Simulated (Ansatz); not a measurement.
# CuI: the cost of one run

Program: Ansatz 0.2.0. Level of theory: DFT PBE0, spin-orbit coupling, plane waves, PAW. These are calculated values, not measurements.

The COD entry's cell or inner coordinates are ideal or old and differ from later refinements, so a difference from it is no clean test against experiment.

**1. The starting structure**

It takes space group F-43m (No. 216, cubic). The conventional cell has a = 5.940 Å, b = 5.940 Å, c = 5.940 Å, α = 90.00°, β = 90.00°, γ = 90.00°. Cu (site symmetry -43m) is surrounded by 4 I at 2.57 Å. I (site symmetry -43m) is surrounded by 4 Cu at 2.57 Å.

As a file:

```cif
data_structure
_symmetry_space_group_name_H-M 'F-43m'
_symmetry_Int_Tables_number 216
_cell_length_a 5.9400
_cell_length_b 5.9400
_cell_length_c 5.9400
_cell_angle_alpha 90.000
_cell_angle_beta 90.000
_cell_angle_gamma 90.000
_cell_volume 209.58
loop_
_atom_site_label
_atom_site_type_symbol
_atom_site_symmetry_multiplicity
_atom_site_Wyckoff_symbol
_atom_site_fract_x
_atom_site_fract_y
_atom_site_fract_z
_atom_site_occupancy
Cu1 Cu 4 c 0.25000 0.25000 0.25000 1
I1 I 4 a 0.00000 0.00000 0.00000 1
```

The structure rests on a cell from the Crystallography Open Database, changed: the cell is strained.

**2. Single point: CuI**

Input file input.yaml:

```yaml
crystal:
  lattice:
    - [0.0, 2.97, 2.97]
    - [2.97, 0.0, 2.97]
    - [2.97, 2.97, 0.0]
  atoms:
    - { symbol: Cu, position: [0.75, 0.75, 0.75] }
    - { symbol: I, position: [0.0, 0.0, 0.0] }
scf:
  occupations: { method: fixed }
output:
  forces: false
  stress: false
  eigenvalues: true
  eigenstates: { kpoints: [[0, 0, 0], [0.5, 0.5, 0.5]], e_range: [-3.5, 7] }
  write_density: true
  write_potential: true
  elf: true
  volumetric_format: npy
kpoints:
  mp_grid: { grid: [6, 6, 6] }
hamiltonian:
  xc: pbe0
magnetization:
  noncollinear: true
  spin_orbit: true
```

Started as:

```bash
ansatz run input.yaml --threads 4 --pin off --max-ram 12288MiB --backend cpu --events-out ev --progress --plain --runs-dir out
```

What time and memory should one allow on 4 threads of Intel Xeon 6975P-C (Granite Rapids), shared host?

About 64 s, with a peak of 3.3 GiB.
